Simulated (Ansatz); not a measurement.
This script drives Ansatz 0.2.0 through its Python package.

Input file `geh4sse.xyz`:
```text
7

S    -1.77630    0.44920   -1.15160
Ge    0.03090    0.47910    0.04980
Se    1.13110   -1.55940   -0.27960
H    -2.24970   -0.63210   -0.50470
H     0.95180    1.64500   -0.40930
H    -0.32640    0.66030    1.54800
H     2.29990   -1.11010    0.70170
```

The script, `run_cas.py`:
```python
"""Active-space calculation on GeH4SSe."""

import warnings

import ansatz as az

BASIS_SET = "def2-SVP"

warnings.simplefilter("ignore", az.DeckWarning)

geometry = az.Crystal.molecule_from_extxyz("geh4sse.xyz")

job = (
    geometry.calculation()
    .basis(gaussian=BASIS_SET)
    .correlation(active_electrons=6, active_orbitals=6)
)
for method in ["sc_nevpt2"]:
    summary = (job if method is None else job.correlation(method)).run(threads=1, backend="cpu").report
    space = summary["configurations"]
    state = space["states"][0]
    print(method or "casscf", f"total {summary['free_energy_ev'] / 27.211386246:.6f} Ha, active-space state {state['energy']['hartree']:.6f} Ha, mean field {summary['reference_energy_ev'] / 27.211386246:.6f} Ha")
    print("  determinants", state["n_determinants"], " natural occupations", [round(n, 3) for n in space["natural_occupations"]])
print("effectively unpaired electrons, sum of min(n, 2 - n):", round(sum(min(n, 2 - n) for n in space["natural_occupations"]), 3))
```

It is started by `python run_cas.py`. Estimate its wall time and peak memory on 1 thread of Arm Neoverse V1, on a shared host.

It took about 34 s, with a peak of 0.37 GiB, for 1 run of the engine.

```console
$ python run_cas.py
RunWarning: the results are in doubt because another end's mean lies 0.105 eV lower, and its corrected mean 0.058 eV higher
sc_nevpt2 total -4875.026451 Ha, active-space state -4874.468519 Ha, mean field -4874.423023 Ha
  determinants 400  natural occupations [1.977, 1.977, 1.96, 0.041, 0.023, 0.021]
effectively unpaired electrons, sum of min(n, 2 - n): 0.171
```
(Warnings from the package without file and line.)

Notes:
- Total energies depend on the basis set; only differences at equal settings carry meaning.
- The geometry is a force-field or estimated start, not a minimum of this method, and the basis set is short of its limit. The active space starts as a window about the frontier orbitals and is then optimised, not chosen by chemistry.
- A lower CASSCF solution was found and passed over, so the printed active-space state isn't the lowest.
- The script silences the warnings on its input, which a real study should read.

(Lines on the test bed's own set-up are left out of the output.)
